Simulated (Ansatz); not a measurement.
**Li (bcc type): how the settings move a single-point run**

Aim: see which settings change the result for Li (bcc type), by how much, and at what cost.

Program: Ansatz 0.2.0. Level of theory: reference: DFT, LDA, PAW with Ansatz's default frozen-core files, scalar-relativistic. These are calculated values, not measurements.

1 further run of the same task is left out (it didn't finish). Runs told in other sessions of the task aren't counted.

**1. The structure to begin with**

The structure is cubic, space group Im-3m (No. 229). Conventional cell: a = 3.173 Å, b = 3.173 Å, c = 3.173 Å, α = 90.00°, β = 90.00°, γ = 90.00°. Around Li (site symmetry m-3m) lie 8 Li at 2.75 Å.

Coordinates:

```xyz
1
Lattice="-1.5867 1.5867 1.5867 1.5867 -1.5867 1.5867 1.5867 1.5867 -1.5867" Properties=species:S:1:pos:R:3 pbc="T T T"
Li    0.0000    0.0000    0.0000
```

**2. The reference run**

File input.yaml:

```yaml
crystal:
  lattice:
    - [-1.5866890478, 1.5866890478, 1.5866890478]
    - [1.5866890478, -1.5866890478, 1.5866890478]
    - [1.5866890478, 1.5866890478, -1.5866890478]
  atoms:
    - { symbol: Li, position: [0.0, 0.0, 0.0] }
kpoints:
  mp_grid: { grid: [16, 16, 16] }
scf:
  occupations: { method: fermi_dirac, width: 0.08 }
hamiltonian:
  xc: lda
  pseudopotentials: { kind: paw }
output:
  forces: true
  stress: true
  eigenvalues: true
  populations: true
```

Started as:

```console
$ ansatz run input.yaml --threads 1 --pin off --max-ram 2048MiB --backend cpu --events-out ev --progress --plain --runs-dir out
```

**3. Variant: eigensolver.kind davidson, lower_state_search off, scf.algorithm direct_min, basis.precision f64**

input.yaml: that of step 2 with these lines changed.

```diff
@@ -11,2 +11,5 @@
   occupations: { method: fermi_dirac, width: 0.08 }
+  eigensolver: { kind: davidson }
+  lower_state_search: "off"
+  algorithm: direct_min
 hamiltonian:
@@ -19 +22,7 @@
   populations: true
+  write_density: true
+  write_potential: true
+  elf: true
+  volumetric_format: npy
+basis:
+  precision: f64
```

Q: Predict the outcome of this session. Wanted: for each run, ending; energy change; pressure; gap; force.

As calculated:

```tsv
run	ending	energy change	pressure (GPa)	gap (eV)	force (eV/Å)	cycles	time
reference	converged	0	3.5	0.00	0.00	6	0.79 s
1: eigensolver.kind davidson, lower_state_search off, scf.algorithm direct_min, basis.precision f64	converged	0.0 meV/atom	3.5	0.00	0.00	4	0.87 s
```

Times don't compare one to one where runs were asked for different outputs or read a saved state (see the inputs); cycles may leave out searches for a lower state.

Residual by cycle in the longest SCF loop of each run; runs are numbered as in the table. The quantity is the density residual dr2, in eV.

```tsv
cycle	reference	run 1
1	0.00113	0.00113
2	1.7e-4	2.6e-5
3	8.9e-7	2.8e-9
4	4.5e-9	1.6e-13
5	8.7e-13	-
6	8.1e-16	-
```

The changed input (solver, search for lower states and arithmetic precision) leaves the energy the same to the digits printed.
